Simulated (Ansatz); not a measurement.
# C2H9O2SbSi: ionisation energy by level of theory

An exercise on one series of results from a longer session: the logs are not shown, and one member is left open.

Computed with Ansatz 0.2.0, Gaussian basis. Level: unrestricted cation, the program's frozen cores in correlated methods.

Plan: UKS PBE-D4/def2-TZVPP; UKS r2SCAN-D4/def2-TZVPP; UKS PBE0-D4/def2-TZVPP; UKS B3LYP-D4/def2-TZVPP; UKS wB97X-V/def2-TZVPP; UKS wB97M-V/def2-TZVPP; UKS B2PLYP/def2-TZVPP; UHF-CCSD(T)/def2-TZVPP; UHF-MP2/def2-QZVPP; extrapolation to the limit; then −ε(HOMO) from the neutral's earlier runs with LDA (SPW92), PBE-D4, revPBE-D4, BLYP-D4, r2SCAN-D4, B97M-V, PBE0-D4, B3LYP-D4, r2SCANh-D4, r2SCAN0-D4, HSE06-D4, BHLYP-D4, CAM-B3LYP-D4, LC-ωPBE, ωB97X-V, ωB97M-V.

## The geometry

An earlier PBE0-D4 in a triple-zeta def2 set relaxation fixed the geometry. Sb takes the def2 core potential; no spin-orbit term is included.

SMILES `C[O][Sb]([SiH3])[O]C`, 15 atoms, charge 0, spin multiplicity 1.

Atoms are counted from 1 here; the program's logs count them from 0.

Bond lengths: C1–O2 1.407 Å, C1–H7 1.094 Å, C1–H8 1.097 Å, C1–H9 1.099 Å, O2–Sb3 1.969 Å, Sb3–Si4 2.587 Å, Sb3–O5 1.969 Å, Si4–H10 1.487 Å, Si4–H11 1.483 Å, Si4–H12 1.487 Å, O5–C6 1.407 Å, C6–H13 1.099 Å, C6–H14 1.094 Å, C6–H15 1.097 Å. Angles: O2–C1–H7 108.5°, O2–C1–H8 111.3°, O2–C1–H9 112.9°, H7–C1–H8 108.1°, H7–C1–H9 107.8°, H8–C1–H9 108.0°, C1–O2–Sb3 119.5°, O2–Sb3–Si4 89.2°, O2–Sb3–O5 99.6°, Si4–Sb3–O5 89.2°, Sb3–Si4–H10 109.4°, Sb3–Si4–H11 108.8°, Sb3–Si4–H12 109.4°, H10–Si4–H11 110.3°, H10–Si4–H12 108.7°, H11–Si4–H12 110.3°, Sb3–O5–C6 119.5°, O5–C6–H13 112.9° and more.

The first run:

in.yaml reads:

```yaml
crystal:
  periodic: [false, false, false]
  atoms:
    - {symbol: C, position_ang: [-1.586651, -1.452650, -1.156991]}
    - {symbol: O, position_ang: [-0.405787, -1.401661, -0.394261]}
    - {symbol: Sb, position_ang: [-0.277827, -0.140981, 1.112740]}
    - {symbol: Si, position_ang: [2.134811, -0.965477, 1.551559]}
    - {symbol: O, position_ang: [0.456232, 1.423922, 0.169902]}
    - {symbol: C, position_ang: [-0.420954, 2.368693, -0.392931]}
    - {symbol: H, position_ang: [-1.674146, -2.450868, -1.595314]}
    - {symbol: H, position_ang: [-1.564659, -0.721569, -1.974337]}
    - {symbol: H, position_ang: [-2.490243, -1.267601, -0.558819]}
    - {symbol: H, position_ang: [2.782105, -0.084207, 2.559920]}
    - {symbol: H, position_ang: [2.890515, -0.929459, 0.275741]}
    - {symbol: H, position_ang: [2.092390, -2.352132, 2.087879]}
    - {symbol: H, position_ang: [-1.340431, 2.501736, 0.194779]}
    - {symbol: H, position_ang: [0.090549, 3.334428, -0.437213]}
    - {symbol: H, position_ang: [-0.707801, 2.087125, -1.413454]}
basis:
  gaussian: {orbitals: def2-TZVPP}
total_charge: 1
magnetization: {spin_polarized: true, initial_magnetization: 1}
hamiltonian: {xc: pbe, dispersion: d4}
```

On the command line:

```sh
ansatz run in.yaml --threads 2 --pin off --events-out ev --progress --plain --max-ram 32768MiB --backend cuda --devices 0, --max-vram 18GiB
```

Among the steps run: Cation, UKS PBE-D4/def2-TZVPP; Cation, UKS r2SCAN-D4/def2-TZVPP; Cation, UKS PBE0-D4/def2-TZVPP; Cation, UKS B3LYP-D4/def2-TZVPP; Cation, UKS wB97X-V/def2-TZVPP; Cation, UKS wB97M-V/def2-TZVPP; Cation, UKS B2PLYP (frozen core)/def2-TZVPP; Cation, UHF-CCSD(T)/def2-TZVPP; Cation, UHF-MP2/def2-QZVPP.

One table of the session follows, with a row left open; its other results are not shown here.

Orbital estimates, from the neutral's runs:

```
  functional  −ε(HOMO) (eV)
 LDA (SPW92)           5.84
      PBE-D4           5.68
   revPBE-D4           5.62
     BLYP-D4           5.55
   r2SCAN-D4           5.92
      B97M-V              ?
     PBE0-D4           6.77
    B3LYP-D4           6.59
  r2SCANh-D4           6.33
  r2SCAN0-D4           6.93
    HSE06-D4           6.39
    BHLYP-D4           7.72
CAM-B3LYP-D4           7.99
     LC-ωPBE           9.19
     ωB97X-V           8.92
     ωB97M-V           8.81
```

**Question.** Estimate the row for B97M-V.

**Answer.** −ε(HOMO) (eV): 6.00. In the column «−ε(HOMO) (eV)» it lies between r2SCAN-D4 (5.92) and r2SCANh-D4 (6.33).
